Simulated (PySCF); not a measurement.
**C5H6FNSi2: electronic excitations**

What electronic excitations should C5H6FNSi2 (`[H]/N=C/C1=C[Si@](F)(C#C)[SiH2]1`) show?

The runs use PySCF 2.14.0, with density-fitted response routines of our own; the level of theory stands in each step. All values are computed, except where a source is named. Atoms are numbered from 0 throughout.

### Step 1. Starting geometry

15 atoms, charge 0, multiplicity 1; geometry from: GFN2-xTB.

Bonds of the start (Å): C0–C1 1.20, C1–Si2 1.85, Si2–F3 1.63, Si2–C4 1.91, C4–C5 1.35, C5–C6 1.44, C6–N7 1.26, C5–Si8 1.91, Si8–Si2 2.34, C0–H9 1.05, C4–H10 1.08, C6–H11 1.10, N7–H12 1.02, Si8–H13 1.46, Si8–H14 1.46.

### Step 2. Excited states and response: CAM-B3LYP/def2-SVPD

What the job is given:

```
{"job": {"kind": "uv", "xc": "CAM-B3LYP", "basis": "def2-SVPD", "nstates": 8, "ntriplets": 3}, "charge": 0, "multiplicity": 1}
C      3.833785    -0.660463    -1.376830
C      2.810898    -0.051452    -1.206152
Si     1.241530     0.868479    -0.861748
F      1.352386     2.169555    -1.836852
C     -0.315517    -0.157870    -1.266118
C     -1.039032    -0.099063    -0.128326
C     -2.312406    -0.728223     0.110697
N     -2.860683    -0.579510     1.239116
Si    -0.045192     0.984751     1.091618
H      4.727325    -1.190690    -1.545403
H     -0.625166    -0.700038    -2.149636
H     -2.738202    -1.314773    -0.719711
H     -3.757180    -1.045747     1.359958
H      0.438362     0.284647     2.283006
H     -0.715321     2.228386     1.478816
```

Level: TDDFT CAM-B3LYP/def2-SVPD, vertical, gas phase, core orbitals frozen in the response.

The run is started by

```
$ OMP_NUM_THREADS=1 python probes_run.py task.json out
```

One launch serves the whole session: the jobs run in the order shown.

The program printed:

```text
coarse grid: 14552 points
cycle   1  E = -926.8631055842  dE =  1.227e+00  |g| = 6.649e-01  |ddm| = 9.373e+00
cycle   2  E = -926.8363339055  dE =  2.677e-02  |g| = 8.472e-01  |ddm| = 2.883e+00
cycle   3  E = -926.9633671812  dE = -1.270e-01  |g| = 9.235e-02  |ddm| = 1.422e+00
cycle   4  E = -926.9651414218  dE = -1.774e-03  |g| = 4.071e-02  |ddm| = 2.705e-01
cycle   5  E = -926.9655557389  dE = -4.143e-04  |g| = 1.331e-02  |ddm| = 1.211e-01
cycle   6  E = -926.9655957114  dE = -3.997e-05  |g| = 4.950e-03  |ddm| = 3.478e-02
cycle   7  E = -926.9656012168  dE = -5.505e-06  |g| = 1.104e-03  |ddm| = 1.230e-02
final grid: 134720 points
cycle   8  E = -927.0985483000  dE = -2.428e-05  |g| = 3.108e-03  |ddm| = 8.343e-02
cycle   9  E = -927.0985476053  dE =  6.948e-07  |g| = 3.696e-03  |ddm| = 1.358e-02
cycle  10  E = -927.0985506950  dE = -3.090e-06  |g| = 6.118e-04  |ddm| = 6.965e-03
cycle  11  E = -927.0985507841  dE = -8.909e-08  |g| = 1.984e-04  |ddm| = 1.050e-03
cycle  12  E = -927.0985507941  dE = -1.000e-08  |g| = 7.821e-05  |ddm| = 4.603e-04
cycle  13  E = -927.0985507953  dE = -1.236e-09  |g| = 1.692e-05  |ddm| = 1.210e-04
cycle  14  E = -927.0985507954  dE = -9.982e-11  |g| = 6.847e-06  |ddm| = 5.179e-05
converged SCF energy = -927.0985507954

Static polarisability (au): isotropic 117.623, principal 87.190 101.862 163.817

Singlet excitations
state   eV       nm        f      main configurations
  1   4.4691    277.4   0.00015   H-2->L 0.63, H->L 0.21
  2   5.0645    244.8   0.00059   H->L 0.70, H-2->L 0.18
  3   5.5318    224.1   0.02476   H-4->L 0.38, H-5->L 0.27, H-3->L 0.15
  4   5.6989    217.6   0.22364   H-1->L 0.62, H-2->L 0.08, H->L+1 0.08
  5   5.9364    208.9   0.05096   H-3->L+1 0.24, H->L+1 0.10, H->L+2 0.10
  6   6.1095    202.9   0.08198   H-3->L 0.16, H->L+1 0.15, H-3->L+2 0.10
  7   6.1607    201.3   0.04115   H-3->L+1 0.28, H-1->L+1 0.12, H->L+2 0.12
  8   6.6324    186.9   0.07247   H->L+1 0.23, H-5->L 0.14, H->L+2 0.12

Triplet excitations (Tamm-Dancoff, eV): 3.5159 3.8074 4.7336
```

Run time: 2.5 min. Hardware: 1 thread of AMD EPYC, shared host; peak memory 1.1 GiB.

Frontier orbitals and where they lie:

```tsv
orbital	eV	atoms
HOMO−3	-10.04	C1 36 %, C0 34 %, N7 6 %
HOMO−2	-9.41	N7 40 %, C6 15 %, C5 11 %
HOMO−1	-9.32	C4 25 %, C5 23 %, N7 18 %
HOMO	-9.12	Si2 19 %, Si8 19 %, C4 15 %
LUMO	-0.89	N7 21 %, C4 21 %, C5 18 %
LUMO+1	0.36	C1 21 %, Si2 20 %, C0 20 %
LUMO+2	0.70	Si2 23 %, C1 16 %, C0 15 %
```

With each of the 8 states as a Gaussian band of 0.4 eV half-width at 1/e, the curve within the window shown has maxima at 214 nm (ε 14,000) L/(mol cm). Beyond the last state computed it falls off for lack of states. The curve at chosen wavelengths:

(nm, ε (L/mol/cm)): (179, 1765), (185, 3512), (190, 4903), (196, 7044), (202, 9942), (207, 12224), (213, 13570), (218, 12872), (224, 10074), (230, 6478), (235, 3902), (241, 1835), (247, 756), (252, 336), (258, 122), (264, 46), (269, 23), (275, 12), (281, 8), (286, 7), (292, 5), (297, 4), (303, 3), (309, 2), (314, 1), (320, 1)

Ground-state properties from the same run:

```tsv
property	computed
dipole moment (D)	2.50
polarisability (Å³)	17.43
HOMO–LUMO gap (eV)	8.23
−ε(HOMO) (eV)	9.12
```

### Step 3. Outcome

```
                                quantity                        value
    lowest singlet (CAM-B3LYP/def2-SVPD)  4.47 eV (277 nm), f = 0.000
brightest single state of those computed  state 4, 5.70 eV, f = 0.224
                          lowest triplet                      3.52 eV
```

In words: The lowest singlet, at 4.47 eV, is HOMO−2→LUMO 0.63, HOMO→LUMO 0.21 and is dark; of the 8 states computed, the strongest absorption comes from state 4 at 5.70 eV. The lowest triplet lies 0.95 eV below the lowest singlet (triplets in Tamm-Dancoff, singlets in full TDDFT).
